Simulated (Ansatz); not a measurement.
# FGeH5O3: the cost of one run

All numbers below are computed with Ansatz 0.2.0 (RHF/def2-SVP).

### 1 The structure to begin with

Bond lengths: Ge1–F2 2.030 Å, Ge1–O3 1.770 Å, O3–H4 1.010 Å, Ge1–O5 1.769 Å, O5–H6 1.010 Å, Ge1–O7 1.769 Å, O7–H8 1.010 Å. Angles: F2–Ge1–O3 109.4°, F2–Ge1–O5 109.5°, F2–Ge1–O7 109.5°, O3–Ge1–O5 109.5°, O3–Ge1–O7 109.5°, O5–Ge1–O7 109.5°, Ge1–O3–H4 109.5°, Ge1–O5–H6 109.5°, Ge1–O7–H8 109.5°.

As a file:

```xyz
10

Ge    0.0000    0.0000    0.0000
F     0.0000    0.0000    2.0300
O     1.6691    0.0000   -0.5894
H     1.9855   -0.9521   -0.7061
O    -0.8337    1.4443   -0.5894
H    -1.7915    1.2136   -0.8118
O    -0.8337   -1.4443   -0.5894
H    -1.2883   -1.9100    0.1830
H     0.9702    1.4632    0.5833
H     0.7272    1.0966    1.5287
```

### 2 Pulling towards end A

Springs on the bonds that form and break draw the guess towards this end; the thresholds are loose.

input.yaml

```yaml
crystal:
  periodic: [false, false, false]
  atoms:
    - { symbol: Ge, position_ang: [0.0, 0.0, 0.0] }
    - { symbol: F, position_ang: [0.0, 0.0, 2.03] }
    - { symbol: O, position_ang: [1.6691, 0.0, -0.5894] }
    - { symbol: H, position_ang: [1.9855, -0.9521, -0.7061] }
    - { symbol: O, position_ang: [-0.8337, 1.4443, -0.5894] }
    - { symbol: H, position_ang: [-1.7915, 1.2136, -0.8118] }
    - { symbol: O, position_ang: [-0.8337, -1.4443, -0.5894] }
    - { symbol: H, position_ang: [-1.2883, -1.91, 0.183] }
    - { symbol: H, position_ang: [0.9702, 1.4632, 0.5833] }
    - { symbol: H, position_ang: [0.7272, 1.0966, 1.5287] }
basis:
  gaussian: { orbitals: def2-SVP }
hamiltonian:
  xc: hf
relax:
  f_tol: 0.15
  max_steps: 25
  restrain:
    - { distance: [0, 8], at: 2.75, k: 30.0 }
    - { distance: [9, 1], at: 2.12, k: 30.0 }
    - { distance: [0, 1], at: 1.68, k: 30.0 }
    - { distance: [9, 8], at: 0.66, k: 30.0 }
output:
  orbitals: {}
```

Command:

```sh
> ansatz run input.yaml --threads 2 --pin off --max-ram 3072MiB --backend cpu --events-out ev --progress --plain --runs-dir out
```

Q: Estimate wall time and peak memory on 2 threads of Arm Neoverse V1, shared host.

About 18 s, with a peak of 0.26 GiB.
